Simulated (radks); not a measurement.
# Exchange and kinetic functionals tested on atomic densities: Ga²⁺, Mg, P³⁺, Si³⁺, Tc⁺, Eu⁺

One table from this session's results is given with a row withheld; the runs are named, their logs left out.

Program: radks (a radial shooting solver on a logarithmic mesh, Libxc functionals) version 1. Level of theory: non-relativistic Kohn-Sham, PBE, spin-polarised, spherical densities, point nucleus; open shells are filled with parallel spins first. These are calculated values, not measurements, unless marked.

## What is computed

| Property | Result |
| --- | --- |
| species | Ga²⁺ ([Ar] 3d10 4s1), Mg ([Ne] 3s2), P³⁺ ([Ne] 3s2), Si³⁺ ([Ne] 3s1), Tc⁺ ([Kr] 4d5 5s1), Eu⁺ ([Xe] 4f7 6s1) |

Set-up of the first run:

Settings of this run:

```text
Z 31
configuration [Ar] 3d10 4s1
relativity non-relativistic
functional pbe,pbe
spin polarised
nucleus point
```

Steps of the session up to this table: Ga²⁺, [Ar] 3d10 4s1.

One table of the session follows, with a row left open; its other results are not shown here.

It belongs to the step «Ga²⁺, [Ar] 3d10 4s1». Sizes of the orbitals, from the radial functions (bohr):

```
  level     <r>  outermost maximum (interpolated)  90 % within  nodes
  3s up  0.6629                             0.574        0.993      2
3s down  0.6624                             0.574        0.992      2
  3p up  0.6842                             0.571         1.05      1
3p down  0.6833                             0.571         1.05      1
  3d up  0.7979                             0.533         1.37      0
3d down       ?                                 ?            ?      ?
  4s up   2.101                              1.81         3.11      3
4s down   2.093                              1.80         3.09      3
```

Estimate the missing values for 3d down.

**Answer.** <r>: 0.7901; outermost maximum (interpolated): 0.532; 90 % within: 1.35; nodes: 0. In the column «<r>» it lies between 3p up (0.6842) and 3d up (0.7979).
